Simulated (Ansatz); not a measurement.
What does this script print? It uses Ansatz 0.2.0 through its Python package.

`restart.py`:
```python
# -*- coding: utf-8 -*-
'''Two stages for RbBi2: converge the density, then read it back for bands.'''

import argparse
import warnings

import ansatz as az
import numpy as np


def main():
    warnings.simplefilter('ignore', az.DeckWarning)

    vectors = np.array([
        [0.0, 4.80139421, 4.80139421],
        [4.80139421, 0.0, 4.80139421],
        [4.80139421, 4.80139421, 0.0],
    ])
    xtal = (
        az.Lattice.of(vectors)
        .atom('Rb', (0.5, 0.5, 0.5))
        .atom('Rb', (0.75, 0.75, 0.75))
        .atom('Bi', (0.625, 0.125, 0.125))
        .atom('Bi', (0.125, 0.125, 0.125))
        .atom('Bi', (0.125, 0.125, 0.625))
        .atom('Bi', (0.125, 0.625, 0.125))
    )

    parser = argparse.ArgumentParser()
    parser.add_argument('stage', choices=['scf', 'bands'])
    stage = parser.parse_args().stage
    calc = (
        xtal.calculation()
        .functional('LDA')
        .kpoints(4, 4, 4, center='gamma')  # sampling of the Brillouin zone
        .occupations('fermi_dirac', width=0.1)  # fractional filling near the Fermi level
    )
    if stage == 'scf':
        summary = calc.checkpoint(write='state').run().report
        print(f'F = {summary["free_energy_ev"]:.5f} eV after {summary["n_iterations"]} iterations, saved')
    else:
        points = {'K': (0.375, 0.375, 0.75), 'G': (0.0, 0.0, 0.0), 'L': (0.5, 0.5, 0.5), 'W': (0.5, 0.25, 0.75), 'X': (0.5, 0.0, 0.5)}
        out = calc.checkpoint(read='state', post_process_only=True).band_structure(list(points.values()), intervals=1).run()
        bands = out.band_structure()
        for label, levels in zip(points, bands.channels[0].eigenvalues_ev - bands.fermi_energy_ev):
            print(f'{label:3s}', ' '.join(f'{e:7.3f}' for e in levels if abs(e) < 6))


if __name__ == '__main__':
    main()
```

Output of `python restart.py scf`:
```text
F = -54687.07737 eV after 8 iterations, saved
```

Running `python restart.py bands` prints:
```text
K    -2.862  -2.183  -1.604  -1.378  -1.101  -0.896   0.477   0.620   0.882   1.222   2.552   3.657   3.819   3.983   4.312
G    -4.619  -2.619  -2.619  -2.619  -1.735  -1.735   1.448   3.219   3.219   3.219   3.912   3.912   3.912   4.314   4.314
L    -3.651  -2.126  -2.126  -1.130  -0.412  -0.412  -0.006  -0.006   0.079   2.399   3.339   4.007   4.007   4.043   4.717
W    -2.261  -2.261  -1.992  -1.992  -0.450  -0.450  -0.092  -0.092   1.679   1.679   2.740   2.740   4.038   4.038   4.183
X    -2.868  -2.868  -0.605  -0.605  -0.481  -0.481  -0.031  -0.031   0.016   0.016   4.001   4.001   4.047   4.047   4.471
```

Notes:
- Total energies depend on the potentials; only differences at equal settings carry meaning. A total without «per atom» is that of the cell as typed.
- The computed bands are complete only to about 4.1 eV above the Fermi level.
- The mesh is modest for a metal, so energies can be off by several to tens of meV an atom and pressures by half a GPa or more; differences at equal mesh fare better.
- Spin-orbit coupling, which matters for elements this heavy, is left out.
- The structure comes from a database of computed cells and needn't be a stable or known phase.
- Levels are Kohn-Sham eigenvalues on this mesh, without spin-orbit coupling.
- It ran for 3.8 s on 1 thread of AMD EPYC 9R45 96-Core Processor (Zen 5) (shared host), peak memory 0.52 GiB.

(Lines on the test bed's own set-up are left out of the output.)
